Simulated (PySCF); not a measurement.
# The bond of MoH+, level by level

An exercise on one series of results from a longer session: the logs are not shown, and one member is left open.

The runs use PySCF 2.14.0; Mo def2-TZVPPD with ECP28, H def2-TZVPPD, scalar-relativistic core potentials.

The first run:

A driver script around PySCF takes these settings:

```yaml
atoms: Mo, H
charge: 1
basis: Mo def2-TZVPPD with ECP28, H def2-TZVPPD
Hamiltonian: scalar-relativistic core potentials
basis_functions: 73
electrons_treated: 14
masses_in_u: 97.9054, 1.0078
levels: PBE0, PBE, r²SCAN, TPSSh, B97-3, BLYP, r²SCANh, BHandHLYP, ωB97M-V, HF, MP2, SCS-MP2, CCSD, CCSD(T)
grid: 80 radial by 434 angular points
occupations: held fixed by the projection of orbital angular momentum
dissociation_limit: Mo+ + H, each in its ground configuration
starting_distance_in_angstrom: 1.715
values_of_2S_to_try: 0, 2, 4, 6, 8
```

The run is started by

```sh
$ OMP_NUM_THREADS=1 python dia.py task.json out
```

Steps of the session up to this table: Input; First curve: PBE0; Higher solutions at PBE0; PBE; r²SCAN; TPSSh; B97-3 (global hybrid GGA); BLYP (GGA); r²SCANh; BHandHLYP (global hybrid GGA); ωB97M-V; ROHF; Adding correlation.

One of the session's tables, all rows but one given; the rest of the session is left out.

It belongs to the step «The curves together». Energy (eV) from each level's lowest point:

| R (Å) | ROHF | ROHF-MP2 | ROHF-SCS-MP2 | ROHF-CCSD | ROHF-CCSD(T) |
| --- | --- | --- | --- | --- | --- |
| 1.434 | 0.638 | 0.435 | 0.477 | n/a | n/a |
| 1.500 | 0.317 | 0.177 | 0.205 | 0.250 | 0.253 |
| 1.567 | ? | ? | ? | ? | ? |
| 1.617 | 0.037 | 0.000 | 0.005 | 0.020 | 0.021 |
| 1.667 | 0.000 | 0.004 | 0.000 | 0.000 | 0.000 |
| 1.717 | 0.002 | 0.044 | 0.031 | 0.016 | 0.014 |
| 1.784 | 0.053 | 0.142 | 0.119 | 0.082 | 0.077 |
| 1.867 | 0.178 | 0.320 | 0.284 | 0.216 | 0.206 |
| 1.967 | 0.395 | 0.590 | 0.540 | 0.428 | 0.410 |
| 2.100 | 0.755 | 1.003 | 0.938 | n/a | n/a |

Estimate the missing values for R (Å) = 1.567.

Worked estimate for «ROHF». A straight line through the neighbours (1.500, 0.317) and (1.617, 0.037) gives 0.317 + (0.037 − 0.317) × (1.567 − 1.500) / (1.617 − 1.500) = 0.157; a parabola fitted to 4 rows on both sides gives 0.115.

The run gave: ROHF: 0.119; ROHF-MP2: 0.040; ROHF-SCS-MP2: 0.054; ROHF-CCSD: 0.082; ROHF-CCSD(T): 0.085. In «ROHF» the line misses by +0.038 and the parabola by -0.004.
